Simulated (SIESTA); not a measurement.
The system is MoPt3.

```xyz
4
Lattice="3.9795 0.0000 0.0000 0.0000 3.9795 0.0000 0.0000 0.0000 3.9795" Properties=species:S:1:pos:R:3 pbc="T T T"
Pt    0.0000    1.9898    1.9898
Pt    1.9898    0.0000    1.9898
Pt    1.9898    1.9898    0.0000
Mo    0.0000    0.0000    0.0000
```

The cell comes from a database or a generator and needn't be the stable form of this composition.

- Program: SIESTA 5.4.2
- Task: single point
- Functional: PBEsol
- Potentials or basis: PseudoDojo 0.4 standard (PBEsol files)
- Basis: DZP (energy shift 0.003 Ry; two zetas on semicore shells)
- Grid cutoff: 800 Ry
- Energy shift: 0.003 Ry
- k mesh: 7 × 7 × 7
- Occupations: fermi-dirac, width 0.05 eV
- Spin: no spin polarisation

On this cell: pressure -10.5 GPa; largest force zero by symmetry; band gap on the k mesh none (metal or under the smearing width).

The same run follows on a disturbed copy (atoms moved at random, drawn with an rms of 0.05 Å):

```xyz
4
Lattice="3.9795 0.0000 0.0000 0.0000 3.9795 0.0000 0.0000 0.0000 3.9795" Properties=species:S:1:pos:R:3 pbc="T T T"
Pt    0.0179    2.0104    1.9861
Pt    2.0117    0.0049    2.0161
Pt    2.0088    1.9952   -0.0367
Mo    0.0195   -0.0019   -0.0070
```

What changes?

The energy (extrapolated to zero smearing) moves by +4.6 meV/atom; pressure -10.3 GPa; largest force 0.554 eV/Å; band gap on the k mesh none (metal or under the smearing width).

Forces on the atoms (eV/Å):
```
Pt   0.030 -0.164 -0.220
Pt  -0.028  0.093 -0.438
Pt  -0.006 -0.037  0.552
Mo   0.005  0.108  0.104
```

Stress tensor (GPa, compression positive):
```
-10.40  -0.02   0.00
 -0.02 -10.24   0.02
  0.00   0.02 -10.21
```

Caveats: short orbitals over semicore shells can move pressures by several GPa; the basis of atomic orbitals isn't converged, which shifts pressures, moduli and gaps.
